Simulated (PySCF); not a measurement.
# ZnF+: bond curves at several levels of theory

The task here is to estimate one member of a computed series from the others.

Computed with PySCF 2.14.0. Level: Zn x2c-SVPall, F x2c-SVPall, spin-free X2C with a Gaussian nucleus.

The first run:

The job is set up so:

- atoms: Zn, F
- charge: 1
- basis: Zn x2c-SVPall, F x2c-SVPall
- Hamiltonian: spin-free X2C with a Gaussian nucleus
- basis functions: 50
- electrons treated: 38
- masses in u: 63.9291, 18.9984
- levels: PBE0, PBE, r²SCAN, r²SCAN0, BP86, B3LYP, LC-ωPBE, HF, MP2, SCS-MP2, CCSD, CCSD(T)
- grid: 80 radial by 434 angular points
- occupations: held fixed by the projection of orbital angular momentum
- dissociation limit: Zn+ + F, each in its ground configuration
- starting distance in angstrom: 1.905
- values of 2S to try: 0, 2

Started as:

```sh
$ OMP_NUM_THREADS=1 python dia.py task.json out
```

Among the steps run: The job; First curve: PBE0; Excited determinants; PBE (GGA); r²SCAN (meta-GGA); r²SCAN0 (hybrid meta-GGA); BP86 (GGA); B3LYP; LC-ωPBE (range-separated hybrid); RHF (mean field); MP2 and coupled cluster.

One of the session's tables, all rows but one given; the rest of the session is left out.

Energy (eV) from each level's lowest point:

| R (Å) | RHF | RHF-MP2 | RHF-SCS-MP2 | RHF-CCSD | RHF-CCSD(T) |
| --- | --- | --- | --- | --- | --- |
| 1.484 | 1.272 | 1.277 | 1.297 | n/a | n/a |
| 1.552 | 0.544 | 0.573 | 0.585 | 0.584 | 0.602 |
| 1.621 | 0.155 | 0.184 | 0.190 | 0.189 | 0.201 |
| 1.673 | 0.025 | 0.043 | 0.045 | 0.045 | 0.052 |
| 1.725 | 0.000 | 0.000 | 0.000 | 0.000 | 0.000 |
| 1.777 | ? | ? | ? | ? | ? |
| 1.846 | 0.222 | 0.168 | 0.160 | 0.160 | 0.140 |
| 1.932 | 0.533 | 0.432 | 0.418 | 0.415 | 0.376 |
| 2.035 | 0.997 | 0.833 | 0.807 | 0.797 | 0.730 |
| 2.174 | 1.683 | 1.420 | 1.373 | n/a | n/a |

Estimate the missing values for R (Å) = 1.777.

Worked estimate for «RHF». A straight line through the neighbours (1.725, 0.000) and (1.846, 0.222) gives 0.000 + (0.222 − 0.000) × (1.777 − 1.725) / (1.846 − 1.725) = 0.095; a parabola fitted to 4 rows on both sides gives 0.062.

The run gave: RHF: 0.055; RHF-MP2: 0.034; RHF-SCS-MP2: 0.031; RHF-CCSD: 0.031; RHF-CCSD(T): 0.023. In «RHF» the line misses by +0.040 and the parabola by +0.007.
